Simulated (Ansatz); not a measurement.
# Cl− with SiNH5: interaction against distance

How does the interaction of this pair fall off with distance, and which methods keep to CCSD(T) along the way?

Method: single points in def2-TZVPPD, with counterpoise; program: Ansatz 0.2.0, Gaussian basis.

Correlated methods freeze the cores. B3LYP uses VWN-RPA correlation.

40 further runs of the same task are left out: 40 set aside as unsound or not needed. Runs told in other sessions of the task aren't counted.

**1. Starting geometry**

The relaxed pair: 8 atoms, charge -1, spin multiplicity 1.

Atoms are counted from 1 here; the program's logs count them from 0.

Bond lengths: Si2–N3 1.701 Å, Si2–H4 1.490 Å, Si2–H5 1.502 Å, Si2–H6 1.500 Å, N3–H7 1.009 Å, N3–H8 1.040 Å. Angles: N3–Si2–H4 110.5°, N3–Si2–H5 118.5°, N3–Si2–H6 108.9°, H4–Si2–H5 105.9°, H4–Si2–H6 107.7°, H5–Si2–H6 104.7°, Si2–N3–H7 117.4°, Si2–N3–H8 117.2°, H7–N3–H8 109.1°.

As a file:

```xyz
8
charge -1, multiplicity 1
Cl    0.0714   -0.8386   -3.1702
Si    0.3979    0.0597    0.9195
N    -0.8346    0.0433   -0.2527
H     0.9204   -1.3167    1.1477
H     1.6029    0.9241    0.6804
H    -0.1720    0.5512    2.2170
H    -1.4044    0.8717   -0.3382
H    -0.5816   -0.2947   -1.2035
```

Atoms 1 to 1 are fragment A, the rest fragment B. The contact Cl1–H8 is 2.14 Å. Interaction at this geometry, from earlier runs: PBE-D4 -16.42, r2SCAN-D4 -15.65, PBE0-D4 -15.80, B3LYP-D4 -15.43, wB97M-V -14.57, Hartree-Fock -10.25, MP2 -14.33, CCSD -13.28, CCSD(T) -13.97 kcal/mol. Each point needs the pair (ab) and both fragments with ghost atoms (a, b).

**2. B moved by -0.21 Å, wB97M-V/def2-TZVPPD**

ab/in.yaml reads:

```yaml
crystal:
  periodic: [false, false, false]
  atoms:
    - {symbol: Cl, position_ang: [0.071427, -0.838571, -3.170176]}
    - {symbol: Si, position_ang: [0.402578, 0.004962, 0.712448]}
    - {symbol: N, position_ang: [-0.829964, -0.011456, -0.459772]}
    - {symbol: H, position_ang: [0.925044, -1.371515, 0.940582]}
    - {symbol: H, position_ang: [1.607575, 0.869280, 0.473337]}
    - {symbol: H, position_ang: [-0.167313, 0.496410, 2.009926]}
    - {symbol: H, position_ang: [-1.399778, 0.816905, -0.545225]}
    - {symbol: H, position_ang: [-0.576910, -0.349439, -1.410541]}
basis:
  gaussian: {orbitals: "def2-TZVPPD.json"}
total_charge: -1
hamiltonian: {xc: {name: wB97M-V}}
```

a/in.yaml reads:

```yaml
crystal:
  periodic: [false, false, false]
  atoms:
    - {symbol: Cl, position_ang: [0.071427, -0.838571, -3.170176]}
basis:
  gaussian:
    orbitals: "def2-TZVPPD.json"
    ghost_atoms:
      - {symbol: Si, position_ang: [0.402578, 0.004962, 0.712448]}
      - {symbol: N, position_ang: [-0.829964, -0.011456, -0.459772]}
      - {symbol: H, position_ang: [0.925044, -1.371515, 0.940582]}
      - {symbol: H, position_ang: [1.607575, 0.869280, 0.473337]}
      - {symbol: H, position_ang: [-0.167313, 0.496410, 2.009926]}
      - {symbol: H, position_ang: [-1.399778, 0.816905, -0.545225]}
      - {symbol: H, position_ang: [-0.576910, -0.349439, -1.410541]}
total_charge: -1
hamiltonian: {xc: {name: wB97M-V}}
```

b/in.yaml reads:

```yaml
crystal:
  periodic: [false, false, false]
  atoms:
    - {symbol: Si, position_ang: [0.402578, 0.004962, 0.712448]}
    - {symbol: N, position_ang: [-0.829964, -0.011456, -0.459772]}
    - {symbol: H, position_ang: [0.925044, -1.371515, 0.940582]}
    - {symbol: H, position_ang: [1.607575, 0.869280, 0.473337]}
    - {symbol: H, position_ang: [-0.167313, 0.496410, 2.009926]}
    - {symbol: H, position_ang: [-1.399778, 0.816905, -0.545225]}
    - {symbol: H, position_ang: [-0.576910, -0.349439, -1.410541]}
basis:
  gaussian:
    orbitals: "def2-TZVPPD.json"
    ghost_atoms:
      - {symbol: Cl, position_ang: [0.071427, -0.838571, -3.170176]}
hamiltonian: {xc: {name: wB97M-V}}
```

The basis file named in the input lies beside it (Basis Set Exchange, JSON).

One command serves all of them, each in its own folder.

Command:

```bash
$ ansatz run in.yaml --threads 4 --pin off --events-out ev --progress --plain --max-ram 9574MiB
```

Log of ab, shortened:

```text
Functional definition: wB97M-V
  name "wB97M-V"
  cite "Mardirossian & Head-Gordon, J. Chem. Phys. 144, 214110 (2016) doi:10.1063/1.4952647"
  cite "Becke, J. Chem. Phys. 107, 8554 (1997) doi:10.1063/1.475007"
  cite "Vydrov & Van Voorhis, J. Chem. Phys. 133, 244103 (2010) doi:10.1063/1.3521275"
  # Of w^i u^j: cxij and so on, Table III.
[...]
  gx(w, u) = 1 - cx + cx01*u + cx10*w
  gss(w, u) = css00 + css04*u^4 + css10*w + css20*w^2 + css43*w^4*u^3
  gos(w, u) = cos00 + cos10*w + (cos20 + cos21*u)*w^2 + (cos60 + cos61*u)*w^6
[...]
      + integral(e_c_pw_mod_opposite_spin*gos(b97_w_opposite, b97_u_opposite)) + vv10(b, c)
1111 factors; their error is unknown
297 factors; integrals over basis functions are off by at most 3.5e-5 eV
[...]
mean field -21973.84040941 eV, -807.5237406418 hartree, gradient 4.4e-5 eV, S^2 0.000000; 0 other end points of the search recorded, 0 dependent functions left out
reference -21973.84047604 eV, -807.5237430905 hartree; 22, 22 occupied and 199, 199 virtual orbitals, 1111 factors
Total energy: -21973.84047604 eV, -807.5237430905 hartree
```

Output in a, shortened:

```text
[... 5 set-up lines as earlier in the session ...]
  # Of w^i u^j: cxij and so on, Table III.
[...]
  gx(w, u) = 1 - cx + cx01*u + cx10*w
[...]
      + integral(e_c_pw_mod_opposite_spin*gos(b97_w_opposite, b97_u_opposite)) + vv10(b, c)
1066 factors; their error is unknown
284 factors; integrals over basis functions are off by at most 4.0e-5 eV
[...]
mean field -12524.31115249 eV, -460.2599455711 hartree, gradient 2.4e-5 eV, S^2 0.000000; 0 other end points of the search recorded, 0 dependent functions left out
reference -12524.31121696 eV, -460.2599479402 hartree; 9, 9 occupied and 212, 212 virtual orbitals, 1066 factors
Total energy: -12524.31121696 eV, -460.2599479402 hartree
```

Output in b, shortened:

```text
[... 5 set-up lines as earlier in the session ...]
  # Of w^i u^j: cxij and so on, Table III.
[...]
  gx(w, u) = 1 - cx + cx01*u + cx10*w
[...]
      + integral(e_c_pw_mod_opposite_spin*gos(b97_w_opposite, b97_u_opposite)) + vv10(b, c)
1107 factors; their error is unknown
290 factors; integrals over basis functions are off by at most 3.8e-5 eV
[...]
mean field -9448.96749980 eV, -347.2431508775 hartree, gradient 8.4e-5 eV, S^2 0.000000; 0 other end points of the search recorded, 0 dependent functions left out
reference -9448.96755737 eV, -347.2431529929 hartree; 13, 13 occupied and 208, 208 virtual orbitals, 1107 factors
Total energy: -9448.96755737 eV, -347.2431529929 hartree
```

Times: 7 s (ab), 4.2 s (a), 5.5 s (b) on 4 threads of Arm Neoverse V1, shared host.

This point gives -12.95 kcal/mol.

**3. B moved by -0.21 Å, CCSD(T)/def2-TZVPPD**

Each input of step 2 (ab, a, b) changes in the same lines:

```diff
-hamiltonian: {xc: {name: wB97M-V}}
+correlation: {method: ccsd_t}
```

Each run has its own folder and the same command.

Command:

```bash
$ ansatz run in.yaml --threads 4 --pin off --events-out ev --progress --plain --max-ram 9574MiB
```

ab printed, shortened:

```text
Functional definition: HF
  name "HF"
  cite "Fock, Z. Phys. 61, 126 (1930) doi:10.1007/BF01340294"
  parent pbe
[...]
1247 factors; integrals over basis functions are off by at most 1.5e-3 eV
[...]
mean field -21930.31698999 eV, -805.9242844793 hartree, gradient 3.1e-6 eV, S^2 0.000000; 0 other end points of the search recorded, 0 dependent functions left out
11 core orbitals not correlated: weight in the atoms' cores, before any rotation towards them, 1.000 or more for the frozen orbitals, at most 0.000 for the correlated occupied ones
reference -21930.31698999 eV, -805.9242844793 hartree; 11, 11 occupied and 199, 199 virtual orbitals, 1247 factors
second order -15.50313051 eV of doubles, -0.00000000 eV of singles
cycle   1  -16.25128860 eV  change   -7.5e-1 eV  update   8.0e-2
[...]
cycle  10  -16.69742868 eV  change   -8.3e-6 eV  update   1.1e-5
perturbative correction -0.63793437 eV, -0.0234436556 hartree
Total energy: -21947.65235304 eV, -806.5613473210 hartree
```

a printed, shortened:

```text
[... 4 set-up lines as earlier in the session ...]
[...]
1248 factors; integrals over basis functions are off by at most 8.1e-4 eV
[...]
mean field -12505.39557681 eV, -459.5648109864 hartree, gradient 3.2e-6 eV, S^2 0.000000; 0 other end points of the search recorded, 0 dependent functions left out
5 core orbitals not correlated: weight in the atoms' cores, before any rotation towards them, 1.000 or more for the frozen orbitals, at most 0.000 for the correlated occupied ones
reference -12505.39557681 eV, -459.5648109864 hartree; 4, 4 occupied and 212, 212 virtual orbitals, 1248 factors
second order -5.59256185 eV of doubles, -0.00000000 eV of singles
cycle   1  -5.89798336 eV  change   -3.1e-1 eV  update   4.0e-2
[...]
cycle  10  -6.01556598 eV  change   -3.4e-6 eV  update   4.5e-6
perturbative correction -0.25153305 eV, -0.0092436690 hartree
Total energy: -12511.66267584 eV, -459.7951226277 hartree
```

Output in b, shortened:

```text
[... 4 set-up lines as earlier in the session ...]
[...]
1248 factors; integrals over basis functions are off by at most 1.5e-3 eV
[...]
mean field -9424.61179832 eV, -346.3480953569 hartree, gradient 1.4e-6 eV, S^2 0.000000; 0 other end points of the search recorded, 0 dependent functions left out
6 core orbitals not correlated: weight in the atoms' cores, before any rotation towards them, 1.000 or more for the frozen orbitals, at most 0.000 for the correlated occupied ones
reference -9424.61179832 eV, -346.3480953569 hartree; 7, 7 occupied and 208, 208 virtual orbitals, 1248 factors
second order -9.66128083 eV of doubles, -0.00000000 eV of singles
cycle   1  -10.17483902 eV  change   -5.1e-1 eV  update   6.6e-2
[...]
cycle   9  -10.49833509 eV  change   -3.9e-6 eV  update   1.3e-5
perturbative correction -0.34699594 eV, -0.0127518654 hartree
Total energy: -9435.45712934 eV, -346.7466539209 hartree
```

Times: 53 s (ab), 14 s (a), 25 s (b) on 4 threads of Arm Neoverse V1, shared host; peak memory 3.2 GiB.

ab − a − b = -12.28 kcal/mol.

**4. B moved by -0.11 Å, wB97M-V/def2-TZVPPD**

ab/in.yaml reads:

```yaml
crystal:
  periodic: [false, false, false]
  atoms:
    - {symbol: Cl, position_ang: [0.071427, -0.838571, -3.170176]}
    - {symbol: Si, position_ang: [0.400245, 0.032349, 0.815985]}
    - {symbol: N, position_ang: [-0.832297, 0.015932, -0.356234]}
    - {symbol: H, position_ang: [0.922711, -1.344127, 1.044119]}
    - {symbol: H, position_ang: [1.605242, 0.896667, 0.576874]}
    - {symbol: H, position_ang: [-0.169646, 0.523798, 2.113463]}
    - {symbol: H, position_ang: [-1.402111, 0.844292, -0.441687]}
    - {symbol: H, position_ang: [-0.579243, -0.322051, -1.307004]}
basis:
  gaussian: {orbitals: "def2-TZVPPD.json"}
total_charge: -1
hamiltonian: {xc: {name: wB97M-V}}
```

a/in.yaml reads:

```yaml
crystal:
  periodic: [false, false, false]
  atoms:
    - {symbol: Cl, position_ang: [0.071427, -0.838571, -3.170176]}
basis:
  gaussian:
    orbitals: "def2-TZVPPD.json"
    ghost_atoms:
      - {symbol: Si, position_ang: [0.400245, 0.032349, 0.815985]}
      - {symbol: N, position_ang: [-0.832297, 0.015932, -0.356234]}
      - {symbol: H, position_ang: [0.922711, -1.344127, 1.044119]}
      - {symbol: H, position_ang: [1.605242, 0.896667, 0.576874]}
      - {symbol: H, position_ang: [-0.169646, 0.523798, 2.113463]}
      - {symbol: H, position_ang: [-1.402111, 0.844292, -0.441687]}
      - {symbol: H, position_ang: [-0.579243, -0.322051, -1.307004]}
total_charge: -1
hamiltonian: {xc: {name: wB97M-V}}
```

b/in.yaml reads:

```yaml
crystal:
  periodic: [false, false, false]
  atoms:
    - {symbol: Si, position_ang: [0.400245, 0.032349, 0.815985]}
    - {symbol: N, position_ang: [-0.832297, 0.015932, -0.356234]}
    - {symbol: H, position_ang: [0.922711, -1.344127, 1.044119]}
    - {symbol: H, position_ang: [1.605242, 0.896667, 0.576874]}
    - {symbol: H, position_ang: [-0.169646, 0.523798, 2.113463]}
    - {symbol: H, position_ang: [-1.402111, 0.844292, -0.441687]}
    - {symbol: H, position_ang: [-0.579243, -0.322051, -1.307004]}
basis:
  gaussian:
    orbitals: "def2-TZVPPD.json"
    ghost_atoms:
      - {symbol: Cl, position_ang: [0.071427, -0.838571, -3.170176]}
hamiltonian: {xc: {name: wB97M-V}}
```

The same command starts each run, in its folder.

Command:

```bash
$ ansatz run in.yaml --threads 4 --pin off --events-out ev --progress --plain --max-ram 9574MiB
```

Log of ab, shortened:

```text
[... 5 set-up lines as earlier in the session ...]
  # Of w^i u^j: cxij and so on, Table III.
[...]
  gx(w, u) = 1 - cx + cx01*u + cx10*w
[...]
      + integral(e_c_pw_mod_opposite_spin*gos(b97_w_opposite, b97_u_opposite)) + vv10(b, c)
1111 factors; their error is unknown
297 factors; integrals over basis functions are off by at most 3.7e-5 eV
[...]
mean field -21973.88993908 eV, -807.5255608237 hartree, gradient 4.4e-5 eV, S^2 0.000000; 0 other end points of the search recorded, 0 dependent functions left out
reference -21973.89000580 eV, -807.5255632755 hartree; 22, 22 occupied and 199, 199 virtual orbitals, 1111 factors
Total energy: -21973.89000580 eV, -807.5255632755 hartree
```

Log of a, shortened:

```text
[... 5 set-up lines as earlier in the session ...]
  # Of w^i u^j: cxij and so on, Table III.
[...]
  gx(w, u) = 1 - cx + cx01*u + cx10*w
[...]
      + integral(e_c_pw_mod_opposite_spin*gos(b97_w_opposite, b97_u_opposite)) + vv10(b, c)
1066 factors; their error is unknown
284 factors; integrals over basis functions are off by at most 3.7e-5 eV
[...]
mean field -12524.31074246 eV, -460.2599305027 hartree, gradient 2.3e-5 eV, S^2 0.000000; 0 other end points of the search recorded, 0 dependent functions left out
reference -12524.31080639 eV, -460.2599328522 hartree; 9, 9 occupied and 212, 212 virtual orbitals, 1066 factors
Total energy: -12524.31080639 eV, -460.2599328522 hartree
```

Output in b, shortened:

```text
[... 5 set-up lines as earlier in the session ...]
  # Of w^i u^j: cxij and so on, Table III.
[...]
  gx(w, u) = 1 - cx + cx01*u + cx10*w
[...]
      + integral(e_c_pw_mod_opposite_spin*gos(b97_w_opposite, b97_u_opposite)) + vv10(b, c)
1107 factors; their error is unknown
290 factors; integrals over basis functions are off by at most 4.1e-5 eV
[...]
mean field -9448.96738694 eV, -347.2431467299 hartree, gradient 8.5e-5 eV, S^2 0.000000; 0 other end points of the search recorded, 0 dependent functions left out
reference -9448.96744432 eV, -347.2431488385 hartree; 13, 13 occupied and 208, 208 virtual orbitals, 1107 factors
Total energy: -9448.96744432 eV, -347.2431488385 hartree
```

Wall times: 7.5 s (ab), 4.1 s (a), 4.9 s (b) on 4 threads of Arm Neoverse V1, shared host.

Interaction: -14.11 kcal/mol.

**5. B moved by -0.11 Å, CCSD(T)/def2-TZVPPD**

Each input of step 4 (ab, a, b) changes in the same lines:

```diff
-hamiltonian: {xc: {name: wB97M-V}}
+correlation: {method: ccsd_t}
```

One command serves all of them, each in its own folder.

Command:

```bash
$ ansatz run in.yaml --threads 4 --pin off --events-out ev --progress --plain --max-ram 9574MiB
```

Log of ab, shortened:

```text
[... 4 set-up lines as earlier in the session ...]
[...]
1242 factors; integrals over basis functions are off by at most 1.5e-3 eV
[...]
mean field -21930.40188449 eV, -805.9274042946 hartree, gradient 3.1e-6 eV, S^2 0.000000; 0 other end points of the search recorded, 0 dependent functions left out
11 core orbitals not correlated: weight in the atoms' cores, before any rotation towards them, 1.000 or more for the frozen orbitals, at most 0.000 for the correlated occupied ones
reference -21930.40188449 eV, -805.9274042946 hartree; 11, 11 occupied and 199, 199 virtual orbitals, 1242 factors
second order -15.45731337 eV of doubles, -0.00000000 eV of singles
cycle   1  -16.21835356 eV  change   -7.6e-1 eV  update   8.0e-2
[...]
cycle  10  -16.66344252 eV  change   -8.1e-6 eV  update   1.1e-5
perturbative correction -0.63209069 eV, -0.0232289046 hartree
Total energy: -21947.69741770 eV, -806.5630034168 hartree
```

Log of a, shortened:

```text
[... 4 set-up lines as earlier in the session ...]
[...]
1243 factors; integrals over basis functions are off by at most 9.3e-4 eV
[...]
mean field -12505.39536191 eV, -459.5648030886 hartree, gradient 3.6e-6 eV, S^2 0.000000; 0 other end points of the search recorded, 0 dependent functions left out
5 core orbitals not correlated: weight in the atoms' cores, before any rotation towards them, 1.000 or more for the frozen orbitals, at most 0.000 for the correlated occupied ones
reference -12505.39536191 eV, -459.5648030886 hartree; 4, 4 occupied and 212, 212 virtual orbitals, 1243 factors
second order -5.58685901 eV of doubles, -0.00000000 eV of singles
cycle   1  -5.89289665 eV  change   -3.1e-1 eV  update   4.0e-2
[...]
cycle  10  -6.01041400 eV  change   -3.4e-6 eV  update   4.6e-6
perturbative correction -0.25080934 eV, -0.0092170733 hartree
Total energy: -12511.65658525 eV, -459.7948988024 hartree
```

Log of b, shortened:

```text
[... 4 set-up lines as earlier in the session ...]
[...]
1243 factors; integrals over basis functions are off by at most 1.5e-3 eV
[...]
mean field -9424.61171650 eV, -346.3480923501 hartree, gradient 1.4e-6 eV, S^2 0.000000; 0 other end points of the search recorded, 0 dependent functions left out
6 core orbitals not correlated: weight in the atoms' cores, before any rotation towards them, 1.000 or more for the frozen orbitals, at most 0.000 for the correlated occupied ones
reference -9424.61171650 eV, -346.3480923501 hartree; 7, 7 occupied and 208, 208 virtual orbitals, 1243 factors
second order -9.66052295 eV of doubles, -0.00000000 eV of singles
cycle   1  -10.17418959 eV  change   -5.1e-1 eV  update   6.6e-2
[...]
cycle   9  -10.49767050 eV  change   -4.0e-6 eV  update   1.3e-5
perturbative correction -0.34692693 eV, -0.0127493295 hartree
Total energy: -9435.45631393 eV, -346.7466239548 hartree
```

Wall times: 53 s (ab), 14 s (a), 25 s (b) on 4 threads of Arm Neoverse V1, shared host; peak memory 3.2 GiB.

ab − a − b = -13.48 kcal/mol.

**6. B moved by +0.11 Å, wB97M-V/def2-TZVPPD**

ab/in.yaml reads:

```yaml
crystal:
  periodic: [false, false, false]
  atoms:
    - {symbol: Cl, position_ang: [0.071427, -0.838571, -3.170176]}
    - {symbol: Si, position_ang: [0.395580, 0.087124, 1.023059]}
    - {symbol: N, position_ang: [-0.836962, 0.070706, -0.149160]}
    - {symbol: H, position_ang: [0.918046, -1.289352, 1.251193]}
    - {symbol: H, position_ang: [1.600576, 0.951442, 0.783949]}
    - {symbol: H, position_ang: [-0.174311, 0.578572, 2.320538]}
    - {symbol: H, position_ang: [-1.406777, 0.899067, -0.234613]}
    - {symbol: H, position_ang: [-0.583908, -0.267276, -1.099929]}
basis:
  gaussian: {orbitals: "def2-TZVPPD.json"}
total_charge: -1
hamiltonian: {xc: {name: wB97M-V}}
```

a/in.yaml reads:

```yaml
crystal:
  periodic: [false, false, false]
  atoms:
    - {symbol: Cl, position_ang: [0.071427, -0.838571, -3.170176]}
basis:
  gaussian:
    orbitals: "def2-TZVPPD.json"
    ghost_atoms:
      - {symbol: Si, position_ang: [0.395580, 0.087124, 1.023059]}
      - {symbol: N, position_ang: [-0.836962, 0.070706, -0.149160]}
      - {symbol: H, position_ang: [0.918046, -1.289352, 1.251193]}
      - {symbol: H, position_ang: [1.600576, 0.951442, 0.783949]}
      - {symbol: H, position_ang: [-0.174311, 0.578572, 2.320538]}
      - {symbol: H, position_ang: [-1.406777, 0.899067, -0.234613]}
      - {symbol: H, position_ang: [-0.583908, -0.267276, -1.099929]}
total_charge: -1
hamiltonian: {xc: {name: wB97M-V}}
```

b/in.yaml reads:

```yaml
crystal:
  periodic: [false, false, false]
  atoms:
    - {symbol: Si, position_ang: [0.395580, 0.087124, 1.023059]}
    - {symbol: N, position_ang: [-0.836962, 0.070706, -0.149160]}
    - {symbol: H, position_ang: [0.918046, -1.289352, 1.251193]}
    - {symbol: H, position_ang: [1.600576, 0.951442, 0.783949]}
    - {symbol: H, position_ang: [-0.174311, 0.578572, 2.320538]}
    - {symbol: H, position_ang: [-1.406777, 0.899067, -0.234613]}
    - {symbol: H, position_ang: [-0.583908, -0.267276, -1.099929]}
basis:
  gaussian:
    orbitals: "def2-TZVPPD.json"
    ghost_atoms:
      - {symbol: Cl, position_ang: [0.071427, -0.838571, -3.170176]}
hamiltonian: {xc: {name: wB97M-V}}
```

Each run has its own folder and the same command.

Command:

```bash
$ ansatz run in.yaml --threads 4 --pin off --events-out ev --progress --plain --max-ram 9574MiB
```

ab printed, shortened:

```text
[... 5 set-up lines as earlier in the session ...]
  # Of w^i u^j: cxij and so on, Table III.
[...]
  gx(w, u) = 1 - cx + cx01*u + cx10*w
[...]
      + integral(e_c_pw_mod_opposite_spin*gos(b97_w_opposite, b97_u_opposite)) + vv10(b, c)
1111 factors; their error is unknown
297 factors; integrals over basis functions are off by at most 4.1e-5 eV
[...]
mean field -21973.90826660 eV, -807.5262343477 hartree, gradient 4.4e-5 eV, S^2 0.000000; 0 other end points of the search recorded, 0 dependent functions left out
reference -21973.90833351 eV, -807.5262368066 hartree; 22, 22 occupied and 199, 199 virtual orbitals, 1111 factors
Total energy: -21973.90833351 eV, -807.5262368066 hartree
```

Output in a, shortened:

```text
[... 5 set-up lines as earlier in the session ...]
  # Of w^i u^j: cxij and so on, Table III.
[...]
  gx(w, u) = 1 - cx + cx01*u + cx10*w
[...]
      + integral(e_c_pw_mod_opposite_spin*gos(b97_w_opposite, b97_u_opposite)) + vv10(b, c)
1066 factors; their error is unknown
284 factors; integrals over basis functions are off by at most 4.1e-5 eV
[...]
mean field -12524.31007105 eV, -460.2599058287 hartree, gradient 8.3e-5 eV, S^2 0.000000; 0 other end points of the search recorded, 0 dependent functions left out
reference -12524.31013395 eV, -460.2599081404 hartree; 9, 9 occupied and 212, 212 virtual orbitals, 1066 factors
Total energy: -12524.31013395 eV, -460.2599081404 hartree
```

b printed, shortened:

```text
[... 5 set-up lines as earlier in the session ...]
  # Of w^i u^j: cxij and so on, Table III.
[...]
  gx(w, u) = 1 - cx + cx01*u + cx10*w
[...]
      + integral(e_c_pw_mod_opposite_spin*gos(b97_w_opposite, b97_u_opposite)) + vv10(b, c)
1107 factors; their error is unknown
290 factors; integrals over basis functions are off by at most 4.2e-5 eV
[...]
mean field -9448.96720403 eV, -347.2431400081 hartree, gradient 8.4e-5 eV, S^2 0.000000; 0 other end points of the search recorded, 0 dependent functions left out
reference -9448.96726092 eV, -347.2431420989 hartree; 13, 13 occupied and 208, 208 virtual orbitals, 1107 factors
Total energy: -9448.96726092 eV, -347.2431420989 hartree
```

They took 7.5 s (ab), 4.1 s (a), 5.5 s (b) on 4 threads of Arm Neoverse V1, shared host.

This point gives -14.55 kcal/mol.

[end of part 1 of 3]
